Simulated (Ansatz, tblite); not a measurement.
**(ZnS)12 cage of four- and six-membered rings (Zn₁₂S₁₂): one state, many levels**

An exercise on one series of results from a longer session: the logs are not shown, and one member is left open.

Program: Ansatz 0.2.0, Gaussian basis. Level of theory: as each input shows. These are calculated values, not measurements.

Plan: GFN1-xTB, GFN2-xTB, PBE-D4/def2-SVP, r2SCAN-D4/def2-SVP, HF/def2-SVP, PBE0-D4/def2-TZVP, PBE-D4/def2-TZVP, HF/STO-3G, MP2/def2-SVP.

2 further runs of the same task are left out: 2 set aside as unsound or not needed.

## The geometry

The geometry is that of the singlet, from an earlier relaxation (PBE-D4/def2-SVP).

24 atoms, charge 0, spin multiplicity 1.

Bond lengths: S1–Zn13 2.305 Å, S1–Zn14 2.336 Å, S1–Zn17 2.296 Å, S2–Zn13 2.379 Å, S2–Zn14 2.315 Å, S2–Zn15 2.317 Å, S3–Zn13 2.307 Å, S3–Zn15 2.361 Å, S3–Zn16 2.249 Å, S4–Zn16 2.329 Å, S4–Zn17 2.283 Å, S4–Zn21 2.318 Å, S5–Zn17 2.326 Å, S5–Zn18 2.275 Å, S5–Zn22 2.285 Å, S6–Zn14 2.241 Å, S6–Zn18 2.331 Å, S6–Zn19 2.343 Å and more. Angles: Zn13–S1–Zn14 73.2°, Zn13–S1–Zn17 100.6°, Zn14–S1–Zn17 98.9°, Zn13–S2–Zn14 72.2°, Zn13–S2–Zn15 70.2°, Zn14–S2–Zn15 89.0°, Zn13–S3–Zn15 70.7°, Zn13–S3–Zn16 96.2°, Zn15–S3–Zn16 94.1°, Zn16–S4–Zn17 94.3°, Zn16–S4–Zn21 75.4°, Zn17–S4–Zn21 98.4°, Zn17–S5–Zn18 104.7°, Zn17–S5–Zn22 111.0°, Zn18–S5–Zn22 102.4°, Zn14–S6–Zn18 104.3°, Zn14–S6–Zn19 97.2°, Zn18–S6–Zn19 69.9° and more.

Geometry (Å):

```
S     2.4510    0.0168   -3.0419
S    -0.7349   -1.1005   -4.5481
S    -1.2106    2.2663   -3.4052
S     1.7352    2.9324   -0.5704
S     2.6252   -0.7623    0.8745
S     0.6106   -3.4179   -1.5888
S    -2.6239   -0.7648   -0.8762
S    -0.6046   -3.4226    1.5810
S    -1.7403    2.9281    0.5771
S     1.2067    2.2606    3.4103
S    -2.4510    0.0056    3.0419
S     0.7369   -1.1096    4.5456
Zn    0.5125    0.8425   -3.9765
Zn    0.8993   -1.7292   -3.0339
Zn   -1.8101    0.0511   -2.8489
Zn   -0.4547    2.7501   -1.3434
Zn    2.2054    0.7182   -0.8693
Zn    1.2558   -2.5334    0.4691
Zn   -1.2514   -2.5344   -0.4749
Zn   -2.2066    0.7124    0.8709
Zn    0.4499    2.7478    1.3497
Zn    1.8100    0.0477    2.8490
Zn   -0.8963   -1.7377    3.0300
Zn   -0.5139    0.8326    3.9785
```

PBE0-D4/def2-SVP was run before; its log isn't repeated, and its numbers join the tables.

Set-up of the first run:

Tight binding, by tblite at 300 K electronic temperature and without a spin-polarisation term:

```python
tblite.interface.Calculator('GFN1-xTB', numbers, positions, charge=0, uhf=0).singlepoint()
```

Tight binding, by tblite at 300 K electronic temperature and without a spin-polarisation term:

```python
tblite.interface.Calculator('GFN2-xTB', numbers, positions, charge=0, uhf=0).singlepoint()
```

start.molden holds the orbitals of an earlier run on this state, given as this run's starting guess.

Contents of in.yaml:

```yaml
crystal:
  periodic: [false, false, false]
  atoms:
    - {symbol: S, position_ang: [2.450988, 0.016795, -3.041861]}
    - {symbol: S, position_ang: [-0.734891, -1.100467, -4.548106]}
    - {symbol: S, position_ang: [-1.210637, 2.266282, -3.405177]}
    - {symbol: S, position_ang: [1.735160, 2.932440, -0.570424]}
    - {symbol: S, position_ang: [2.625230, -0.762302, 0.874466]}
    - {symbol: S, position_ang: [0.610570, -3.417945, -1.588798]}
    - {symbol: S, position_ang: [-2.623891, -0.764811, -0.876212]}
    - {symbol: S, position_ang: [-0.604649, -3.422611, 1.580977]}
    - {symbol: S, position_ang: [-1.740301, 2.928148, 0.577100]}
    - {symbol: S, position_ang: [1.206722, 2.260589, 3.410303]}
    - {symbol: S, position_ang: [-2.450964, 0.005608, 3.041913]}
    - {symbol: S, position_ang: [0.736855, -1.109569, 4.545593]}
    - {symbol: Zn, position_ang: [0.512521, 0.842536, -3.976546]}
    - {symbol: Zn, position_ang: [0.899317, -1.729173, -3.033891]}
    - {symbol: Zn, position_ang: [-1.810071, 0.051131, -2.848947]}
    - {symbol: Zn, position_ang: [-0.454715, 2.750074, -1.343399]}
    - {symbol: Zn, position_ang: [2.205365, 0.718195, -0.869283]}
    - {symbol: Zn, position_ang: [1.255759, -2.533360, 0.469142]}
    - {symbol: Zn, position_ang: [-1.251371, -2.534419, -0.474937]}
    - {symbol: Zn, position_ang: [-2.206632, 0.712408, 0.870944]}
    - {symbol: Zn, position_ang: [0.449883, 2.747773, 1.349658]}
    - {symbol: Zn, position_ang: [1.809988, 0.047745, 2.849039]}
    - {symbol: Zn, position_ang: [-0.896266, -1.737661, 3.029953]}
    - {symbol: Zn, position_ang: [-0.513939, 0.832574, 3.978494]}
basis:
  gaussian: {orbitals: def2-SVP, fitting: {mean_field: def2-universal-jkfit}, initial_orbitals: start.molden}
hamiltonian: {xc: pbe, dispersion: d4}
scf: {omitted_lower_state_checks: [starts]}
output: {forces: true, orbitals: {seedname: orbitals}}
```

Run with:

```
ansatz run in.yaml --threads 4 --pin off --events-out ev --progress --plain --max-ram 46080MiB --backend cuda --devices 0, --max-vram 37GiB
```

Steps of the session up to this table: PBE-D4/def2-SVP; r2SCAN-D4/def2-SVP; HF/def2-SVP; PBE0-D4/def2-TZVP; PBE-D4/def2-TZVP; HF/STO-3G; MP2/def2-SVP.

One of the session's tables, all rows but one given; the rest of the session is left out.

It belongs to the step «Binding energy». 

| level | binding an atom (eV) |
| --- | --- |
| HF/STO-3G | 2.283 |
| HF/def2-SVP | 1.877 |
| PBE-D4/def2-SVP | 2.978 |
| PBE-D4/def2-TZVP | 2.777 |
| r2SCAN-D4/def2-SVP | 3.081 |
| PBE0-D4/def2-SVP | 2.952 |
| PBE0-D4/def2-TZVP | 2.799 |
| MP2/def2-SVP | ? |

Q: Estimate the row for MP2/def2-SVP from the others.

As computed: binding an atom (eV): 2.660. In the column «binding an atom (eV)» it lies between HF/STO-3G (2.283) and PBE-D4/def2-TZVP (2.777).

Limits of these values: Free atoms were run apart at each level; binding is atoms less cluster, divided by the number of atoms, without zero-point or spin-orbit terms.
